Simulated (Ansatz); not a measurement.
a series on the perovskite structure: KZrO3, KRhO3, KAgO3, a table of relaxed lattice constants and trends

With Ansatz 0.2.0, Python API.

Typed at the interpreter:
```pycon
>>> import ansatz as az
>>> import numpy as np
>>> import pandas as pd
>>> XC = 'r2scan'
>>> CUTOFF = 550
>>> KSPACING = 0.14
>>> SMEARING = 'cold'
>>> WIDTH_EV = 0.1
>>> def perovskite(a_site, b_site, x_site, a):
...     return (
...         az.Lattice.cubic(a)
...         .space_group(221)
...         .atom(a_site, [0, 0, 0])
...         .atom(b_site, [0.5, 0.5, 0.5])
...         .atom(x_site, [0.5, 0.5, 0])
...     )
...
>>> POLARISED = {'KRhO3'}
>>> def compute(name, crystal):
...     calc = (
...         crystal.calculation()
...         .functional(XC)
...         .basis(CUTOFF)
...         .kpoints(spacing=KSPACING)
...         .occupations(SMEARING, width=WIDTH_EV)
...         .stress()
...         .band_table()
...     )
...     if name in POLARISED:
...         calc = calc.spin('collinear')
...     calc = calc.relax(force_tolerance=0.01, max_steps=60, cell=True)
...     return calc.run(threads=1)
...
>>> def volume_per_atom(outcome):
...     return abs(np.linalg.det(outcome.lattice.cell_ang)) / len(outcome.lattice.sites)
...
>>> phases = {}
>>> phases['KZrO3'] = perovskite('K', 'Zr', 'O', 4.18)
>>> phases['KRhO3'] = perovskite('K', 'Rh', 'O', 3.99).moments(Rh=0.5)
>>> phases['KAgO3'] = perovskite('K', 'Ag', 'O', 4.01)
>>> done = {}
>>> for name, crystal in phases.items():
...     try:
...         done[name] = compute(name, crystal)
...     except az.NonConvergedError as error:
...         print(name, 'did not converge:', str(error)[:120])
...
>>> rows = [(name, float(np.linalg.norm(o.lattice.cell_ang[0])), volume_per_atom(o), abs(o.report['magnetization_mub'])) for name, o in done.items()]
>>> print(pd.DataFrame(rows, columns=['compound', 'a (A)', 'V (A^3/atom)', 'M (muB/cell)']).round(4).to_string(index=False))
compound  a (A)  V (A^3/atom)  M (muB/cell)
   KZrO3 4.1845       14.6545        0.0000
   KRhO3 3.9166       12.0159        2.4642
   KAgO3 4.0726       13.5101        0.0000
```

From smallest to largest: KRhO3 (12.02 Å³), KAgO3 (13.51 Å³) and KZrO3 (14.65 Å³). The largest is 22 % above the smallest.

Caveats:
- Other magnetic orders than the one started from may lie lower.
- r2SCAN tends to overestimate the moments of itinerant magnets.
- The cells are built on a prototype by substitution; a member may or may not take this structure in nature.
- It ran for 6.5 min on 1 thread of Intel(R) Xeon(R) Platinum 8259CL CPU @ 2.50GHz (Skylake/Cascade Lake) (shared host), peak memory 0.92 GiB.
